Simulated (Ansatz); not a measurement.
Working through a ladder of methods at one geometry of CH₇BrGe₂, SMILES [CH3][GeH]([GeH3])[Br]

Computed with Ansatz 0.2.0, Python API.

The cells in order, each with its output:

In [1]:
```python
import ansatz as az

geometry_ang = [
    ("C", (-1.4989, -0.8344, 0.4446)),
    ("Ge", (-0.4756, 0.7134, -0.1346)),
    ("Ge", (1.8532, 0.1644, -0.1301)),
    ("Br", (-1.126, 1.3096, -2.2881)),
    ("H", (-1.1863, -1.1204, 1.4698)),
    ("H", (-1.3124, -1.6801, -0.2487)),
    ("H", (-2.5797, -0.5846, 0.4424)),
    ("H", (-0.7322, 1.8959, 0.8337)),
    ("H", (2.2833, -0.2383, 1.3035)),
    ("H", (2.1014, -1.0205, -1.098)),
    ("H", (2.6732, 1.395, -0.5944)),
]
molecule = az.Crystal.molecule()
for symbol, xyz in geometry_ang:
    molecule = molecule.atom(symbol, xyz)
```

In [2]:
```python
base = molecule.calculation().basis(gaussian="def2-SVP")

methods = ["mp2", "ccsd", "ccsd_t"]
reports = [base.correlation(m).run(threads=1).report for m in methods]
print(f"Hartree-Fock reference {reports[0]['reference_energy_ev'] / 27.211386246:.6f} Ha")
best = reports[-1]["free_energy_ev"] - reports[-1]["reference_energy_ev"]
for method, each in zip(methods, reports):
    gained = each["free_energy_ev"] - each["reference_energy_ev"]
    print(f"{method:8s} total {each['free_energy_ev'] / 27.211386246:.6f} Ha  correlation {gained:9.4f} eV  ({100 * gained / best:.1f} % of the last)")
```
```text
Hartree-Fock reference -6764.276041 Ha
mp2      total -6765.120499 Ha  correlation  -22.9789 eV  (94.1 % of the last)
ccsd     total -6765.149509 Ha  correlation  -23.7683 eV  (97.3 % of the last)
ccsd_t   total -6765.173423 Ha  correlation  -24.4190 eV  (100.0 % of the last)
```

What to keep in mind:
- Total energies depend on the basis set; only differences at equal settings carry meaning.
- The geometry is a force-field or estimated start, not a minimum of this method, and the basis set is short of its limit. A lower total doesn't mark the better method: functionals have no common bound, and MP2 and coupled cluster aren't variational.
- Inner cores stay frozen; a filled d shell under the valence of the heavier atoms is correlated with it.
- Timing: 2.3 min on 1 thread of Arm Neoverse V2, on a shared host, peak memory 1.1 GiB.

(Lines on the test bed's own set-up are left out of the output.)
